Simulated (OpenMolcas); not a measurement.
**UPBE/ANO-RCC-VDZP (DKH2, RICD fitting, scramble 0.25) run of C2H5AlBN (SMILES B[C]1=C[NH][AlH]1)**

We compute an energy scan of C2H5AlBN. 

The results are computed with OpenMolcas 26.06.

4 further runs of the same task are left out: 4 set aside as unsound or not needed.

## Step 1: The molecule

The species is C2H5AlBN (10 atoms), meant as a singlet with charge 0. SMILES: `B[C]1=C[NH][AlH]1`. The shape is that of a PBE0-D4/def2-TZVP optimisation.

Bond lengths: B1–C2 1.492 Å, C2–C3 1.391 Å, C3–N4 1.360 Å, C2–Al5 1.916 Å, N4–Al5 1.853 Å, B1–H6 1.207 Å, B1–H7 1.201 Å, C3–H8 1.094 Å, N4–H9 1.004 Å, Al5–H10 1.581 Å. Some angles: B1–C2–C3 124.0°, B1–C2–Al5 153.2°, C3–C2–Al5 82.9°, C2–C3–N4 115.0°, C3–N4–Al5 86.1°, C2–Al5–N4 76.0°, C2–B1–H6 119.4°, C2–B1–H7 122.5°, C2–C3–H8 124.7°, N4–C3–H8 120.3°.

## Step 2: The energy along one coordinate at UPBE/ANO-RCC-VDZP (DKH2, RICD fitting, scramble 0.25)

Input file point1.xyz:

```xyz
10
R = 3.62
B      0.992581     1.296158    -1.932741
C      2.101781     0.962258    -0.992841
C      1.930581     0.248158     0.188259
N      3.066481     0.045958     0.908759
Al     3.934081     0.984358    -0.433541
H     -2.375700     0.217000    -1.161700
H      1.169381     1.914858    -2.946641
H      0.972581    -0.139742     0.547659
H      3.037581    -0.459942     1.775659
H      5.463981     1.354958    -0.576241
```

Input file job.input:

```
>>> EXPORT MOLCAS_PRINT=2
&GATEWAY
Coord=point1.xyz
Basis=ANO-RCC-VDZP
Group=NoSym
RICD
&SEWARD
&SCF
UHF
KSDFT=PBE
Scramble=0.25
PrOrbitals=0
>>> ForEach K in (1, 2, 3, 4, 5, 6, 7, 8, 9)
&GATEWAY
Coord=$CurrDir/point$K.xyz
Basis=ANO-RCC-VDZP
Group=NoSym
RICD
&SEWARD
&SCF
UHF
KSDFT=PBE
PrOrbitals=0
FileOrb=$Project.UhfOrb
>>> EndDo
```

Launch:

```console
$ export MOLCAS_MEM=1860
$ pymolcas job.input > job.log
```

The log of the run:

```text
--- Start Module: gateway ---

                                              &GATEWAY

                       available to each process: 1.9 GB of memory, 1 thread

++    Symmetry information:
      ---------------------

                    Character Table for C1

                             E
                    a        1  x, y, xy, Rz, z, xz, Ry, yz, Rx, I
--

++    Basis set information:
      ----------------------

      Basis set label: B.ANO-RCC...3S2P1D.

      Electronic valence basis set:
      ------------------
      Associated Effective Charge   5.000000 au
      Associated Actual Charge      5.000000 au
      Nuclear Model: Point charge

      Shell  nPrim  nBasis  Cartesian Spherical Contaminant
         s      14       3        X
         p       9       2        X
         d       5       1                 X

      Basis set label: C.ANO-RCC...3S2P1D.

      Electronic valence basis set:
      ------------------
      Associated Effective Charge   6.000000 au
      Associated Actual Charge      6.000000 au
      Nuclear Model: Point charge

      Shell  nPrim  nBasis  Cartesian Spherical Contaminant
         s      14       3        X
         p       9       2        X
         d       4       1                 X

      Basis set label: N.ANO-RCC...3S2P1D.

      Electronic valence basis set:
      ------------------
      Associated Effective Charge   7.000000 au
      Associated Actual Charge      7.000000 au
      Nuclear Model: Point charge

      Shell  nPrim  nBasis  Cartesian Spherical Contaminant
         s      14       3        X
         p       9       2        X
         d       4       1                 X

      Basis set label: AL.ANO-RCC...4S3P1D.

      Electronic valence basis set:
      ------------------
      Associated Effective Charge  13.000000 au
      Associated Actual Charge     13.000000 au
      Nuclear Model: Point charge

      Shell  nPrim  nBasis  Cartesian Spherical Contaminant
         s      17       4        X
         p      12       3        X
         d       5       1                 X

      Basis set label: H.ANO-RCC...2S1P.

      Electronic valence basis set:
      ------------------
      Associated Effective Charge   1.000000 au
      Associated Actual Charge      1.000000 au
      Nuclear Model: Point charge

      Shell  nPrim  nBasis  Cartesian Spherical Contaminant
         s       8       2        X
         p       4       1        X
--

++    Molecular structure info:
      -------------------------

                    ************************************************
                    **** Cartesian Coordinates / bohr, angstrom ****
                    ************************************************

     Center  Label                x              y              z                     x              y              z
        1      B1               1.875706       2.449384      -3.652351              0.992581       1.296158      -1.932741
        2      C2               3.971790       1.818404      -1.876198              2.101781       0.962258      -0.992841
        3      C3               3.648269       0.468951       0.355758              1.930581       0.248158       0.188259
[... 6 lines of this table left out ...]
       10      H10             10.325428       2.560500      -1.088938              5.463981       1.354958      -0.576241

                    ***************************************
                    *    InterNuclear Distances / bohr    *
                    ***************************************

               1 B1            2 C2            3 C3            4 N4            5 AL5           6 H6
    1 B1       0.000000
    2 C2       2.818941        0.000000
    3 C3       4.809265        2.628177        0.000000
    4 N4       7.055080        4.385767        2.570496        0.000000
[... 5 lines of this table left out ...]
   10 H10      8.830698        6.445090        7.144660        5.875411        2.986904       15.010934

               7 H7            8 H8            9 H9           10 H10
    7 H7       0.000000
    8 H8       7.669179        0.000000
    9 H9      10.594264        4.580291        0.000000
   10 H10      9.329942        9.193853        7.248452        0.000000

                    *******************************************
                    *    InterNuclear Distances / angstrom    *
                    *******************************************

               1 B1            2 C2            3 C3            4 N4            5 AL5           6 H6
    1 B1       0.000000
    2 C2       1.491719        0.000000
    3 C3       2.544954        1.390772        0.000000
    4 N4       3.733388        2.320848        1.360248        0.000000
[... 5 lines of this table left out ...]
   10 H10      4.673004        3.410595        3.780791        3.109134        1.580602        7.943444

               7 H7            8 H8            9 H9           10 H10
    7 H7       0.000000
    8 H8       4.058355        0.000000
    9 H9       5.606243        2.423786        0.000000
   10 H10      4.937193        4.865178        3.835715        0.000000

[... 85 lines left out ...]
      Nuclear repulsion energy =  176.18062447
[... 72 lines left out ...]
++ Convergence information
                               UHF PBE        iterations: Energy and convergence statistics
[... 28 lines left out ...]
       Convergence after  37 Iterations
[... 3 lines left out ...]
 *                                             SCF/KS-DFT Program, Final results                                             *
 *                                                       Final Results                                                       *
[... 88 lines left out ...]
      Title: Natural orbitals
[... 184 lines left out ...]
      Nuclear repulsion energy =  180.12900222
[... 71 lines left out ...]
++ Convergence information
                               UHF PBE        iterations: Energy and convergence statistics
[... 14 lines left out ...]
       Convergence after  10 Iterations
[... 3 lines left out ...]
 *                                             SCF/KS-DFT Program, Final results                                             *
 *                                                       Final Results                                                       *
[... 49 lines left out ...]
      Total electronic charge=   42.000000

      Total            charge=   -0.000000
--

++    Static properties:
      ------------------

      LoProp Charges per center

                   B1       C2       C3       N4       AL5      H6       H7       H8       H9       H10
      Nuclear      5.0000   6.0000   6.0000   7.0000  13.0000   1.0000   1.0000   1.0000   1.0000   1.0000
      Electronic  -5.1656  -6.3771  -5.9254  -7.4853 -12.3053  -0.9924  -1.0017  -0.8747  -0.7647  -1.1076

      Total       -0.1656  -0.3771   0.0746  -0.4853   0.6947   0.0076  -0.0017   0.1253   0.2353  -0.1076
--

++    Natural Bond Order analysis
      ---------------------------
      Based on LoProp computed density
      -------------------------------------------------------------------------------------
      Atom A       Atom B       Bond Order
      -------------------------------------------------------------------------------------
      NBO located      0.983 non-bonded electrons on atom B1
      NBO located      1.019 non-bonded electrons on atom C2
      NBO located      1.004 non-bonded electrons on atom C3
      NBO located      0.995 non-bonded electrons on atom N4
      NBO located      0.949 non-bonded electrons on atom N4
      NBO located      1.011 non-bonded electrons on atom AL5
      NBO located      0.986 non-bonded electrons on atom AL5
      NBO located      1.000 non-bonded electrons on atom AL5
      NBO located      0.996 non-bonded electrons on atom AL5
      NBO located      0.998 non-bonded electrons on atom AL5
      The remaining   14.710 electrons are to be considered as diffuse
--

++    Molecular orbitals:
      -------------------

      Title: Natural orbitals

      Molecular orbitals for symmetry species 1: a

          Orbital            1         2         3         4         5         6         7         8         9        10
          Energy          -55.5048  -14.0049   -9.9542   -9.8470   -6.4479   -3.9640   -2.5530   -2.5476   -2.5440   -0.8497
          Occ. No.          2.0000    2.0000    2.0000    2.0000    2.0000    2.0000    2.0000    2.0000    2.0000    2.0000

[... 98 lines of this table left out ...]
       99 H10    2pz        0.0000    0.0001    0.0001   -0.0001   -0.0000   -0.0003   -0.0002    0.0003   -0.0002    0.0015

          Orbital           11        12        13        14        15        16        17        18        19        20
          Energy           -0.6529   -0.5075   -0.5013   -0.4029   -0.3604   -0.3403   -0.3326   -0.2947   -0.2666   -0.2220
          Occ. No.          2.0000    2.0000    2.0000    2.0000    2.0000    2.0000    2.0000    2.0000    2.0000    2.0000

[... 98 lines of this table left out ...]
       99 H10    2pz        0.0011   -0.0015   -0.0030    0.0017    0.0041    0.0025   -0.0029   -0.0012   -0.0027   -0.0053

          Orbital           21        22        23        24        25        26        27        28        29        30
          Energy           -0.1953   -0.0897   -0.0513   -0.0202   -0.0129    0.0160    0.0507    0.0540    0.0736    0.1075
          Occ. No.          2.0000    0.0000    0.0000    0.0000    0.0000    0.0000    0.0000    0.0000    0.0000    0.0000

[... 98 lines of this table left out ...]
       99 H10    2pz       -0.0012   -0.0122   -0.0111   -0.0293    0.0081    0.0328    0.0162   -0.0245   -0.0153   -0.0005

          Orbital           31        32        33        34        35        36        37        38        39        40
          Energy            0.5614    0.6823    0.5402    0.3356    0.3081    0.2506    0.2520    0.2646    0.4289    0.3519
          Occ. No.          0.0000    0.0000    0.0000    0.0000    0.0000    0.0000    0.0000    0.0000    0.0000    0.0000

[... 98 lines of this table left out ...]
       99 H10    2pz        0.0825   -0.0707   -0.0303   -0.0929   -0.0340    0.0697   -0.0272   -0.0203    0.1124   -0.0025

          Orbital           41        42        43        44        45        46        47        48        49        50
          Energy            1.3898    0.3547    0.3241    0.4527    2.1222    0.5292    0.6934    0.4660    1.1914    0.8058
          Occ. No.          0.0000    0.0000    0.0000    0.0000    0.0000    0.0000    0.0000    0.0000    0.0000    0.0000

[... 98 lines of this table left out ...]
       99 H10    2pz        0.0697   -0.0267    0.0261   -0.0535   -0.0711    0.1378   -0.1703   -0.0122   -0.1584    0.1091

          Orbital           51        52        53        54        55        56        57        58        59        60
          Energy            1.8797    1.7474    1.1504    1.3586    0.3673    0.4429    1.0363    0.6380    2.5609    0.5811
          Occ. No.          0.0000    0.0000    0.0000    0.0000    0.0000    0.0000    0.0000    0.0000    0.0000    0.0000

[... 98 lines of this table left out ...]
       99 H10    2pz       -0.0235   -0.0585   -0.4348   -0.0358   -0.0171    0.0204   -0.3450    0.0067    0.1429    0.1962

          Orbital           61        62        63        64        65        66        67        68        69        70
          Energy            1.0970    2.2969    3.4484    1.3293    2.1094    0.9967    1.7718    0.7060    0.5289    2.4768
          Occ. No.          0.0000    0.0000    0.0000    0.0000    0.0000    0.0000    0.0000    0.0000    0.0000    0.0000

[... 98 lines of this table left out ...]
       99 H10    2pz        0.3208   -0.0355    0.0224   -0.4231    0.2818    0.1282    0.0588   -0.0542    0.0014   -0.0052

          Orbital           71        72        73        74        75        76        77        78        79        80
          Energy            1.2263    1.6803    2.0777    1.2639    2.7212    1.5516    1.5781    1.6174    1.9191    1.1572
          Occ. No.          0.0000    0.0000    0.0000    0.0000    0.0000    0.0000    0.0000    0.0000    0.0000    0.0000

[... 98 lines of this table left out ...]
       99 H10    2pz        0.4912    0.0917   -0.0199    0.2344    0.0922   -0.0151   -0.1388    0.1589   -0.0217    0.3412

          Orbital           81        82        83        84        85        86        87        88
          Energy            3.0899    0.9805    1.0429    0.7876    1.3787    3.3809    0.9029    1.5439
          Occ. No.          0.0000    0.0000    0.0000    0.0000    0.0000    0.0000    0.0000    0.0000

[... 98 lines of this table left out ...]
       99 H10    2pz        0.0237    0.2322    0.2542   -0.1736    0.1559    0.0030   -0.0568    0.0020
--

++    Molecular properties:
      ---------------------

      Charge (e):
                      =   -0.0000
      Dipole Moment (debye):
      Origin of the operator (angstrom)=    0.3462   -0.0191    0.1346
                   X=  2.0925E+00               Y= -1.3896E+00               Z=  3.0891E+00           Total=  3.9815E+00
      Quadrupole Moment (debye*angstrom):
      Origin of the operator (angstrom)=    0.3462   -0.0191    0.1346
                  XX= -4.0736E+01              XY=  1.5493E+00              XZ= -4.1352E+00              YY= -3.6053E+01
                  YZ=  1.0012E-01              ZZ= -3.7808E+01
      In traceless form (debye*angstrom)
                  XX= -3.8060E+00              XY=  2.3240E+00              XZ= -6.2027E+00              YY=  3.2192E+00
                  YZ=  1.5017E-01              ZZ=  5.8672E-01
--

--- Stop Module: scf /rc=_RC_ALL_IS_WELL_ ---
--- Module scf spent 12 seconds ---

>>> END FOREACH

.##################.
.# Happy landing! #.
.##################.

    Timing: Wall=158.20 User=142.83 System=13.84
```

Wall time 2.6 min (1 thread of Intel Xeon 6975P-C (Granite Rapids), shared host); peak memory 0.1 GiB.

The scan, from its lowest point:

| H6–B1 (Å) | energy (kJ/mol) |
| --- | --- |
| 3.620 | 422.0 |
| 2.896 | 385.6 |
| 2.413 | 310.9 |
| 2.051 | 221.2 |
| 1.750 | 129.6 |
| 1.508 | 53.3 |
| 1.327 | 9.6 |
| 1.207 | 0.0 |
| 1.086 | 23.0 |

## Step 3: What came out

Level: UPBE/ANO-RCC-VDZP (DKH2, RICD fitting, scramble 0.25).

| quantity | value |
| --- | --- |
| lowest energy of the scan | -401.42667 Eh |
